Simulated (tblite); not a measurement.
# C7H7BF2O: the cost of one run

Programs: tblite 0.8.0 and PySCF 2.14.0, with density-fitted response routines of our own. Each step states its level of theory. These are calculated values for one molecule in the gas phase, unless marked as measured. Atoms are numbered from 0 throughout.

## 1. The molecule as given

18 atoms, charge 0, multiplicity 1; geometry from: force field or distance geometry start.

Bonds of the start (Å): O0–C1 1.41, C1–C2 1.50, C2–C3 1.39, C3–C4 1.39, C4–C5 1.38, C5–C6 1.39, C6–C7 1.37, C7–B8 1.57, B8–F9 1.47, B8–F10 1.47, C7–C2 1.39, O0–H11 0.99, C1–H12 1.10, C1–H13 1.09, C3–H14 1.09, C4–H15 1.09, C5–H16 1.09, C6–H17 1.09.

## 2. Geometry optimisation with GFN2-xTB

Job settings and geometry (Å):

```
{"job": {"kind": "relax", "xc": "GFN2-xTB", "basis": "xTB"}, "charge": 0, "multiplicity": 1}
O     -2.559700    -0.522000     0.803700
C     -1.904600    -0.546100    -0.442800
C     -0.428100    -0.401600    -0.228900
C      0.368900    -1.533100    -0.330100
C      1.740700    -1.410900    -0.118300
C      2.264900    -0.164000     0.147600
C      1.484900     0.980300     0.238500
C      0.134900     0.834300     0.049000
B     -0.768300     2.117800     0.129800
F     -1.038500     2.863900    -1.102500
F     -0.430300     3.002300     1.248600
H     -2.041200    -1.058800     1.450700
H     -2.309200     0.323600    -0.986600
H     -2.095700    -1.509800    -0.912700
H     -0.073000    -2.501500    -0.541300
H      2.360600    -2.303600    -0.185500
H      3.340500    -0.105000     0.302100
H      1.944400     1.940400     0.466800
```

Command:

```
> OMP_NUM_THREADS=1 python probes_run.py task.json out
```

One launch serves the whole session: the jobs run in the order shown.

Q: Estimate the wall time of this first job on 1 thread of Arm Neoverse V1, shared host.

About 1.3 s.
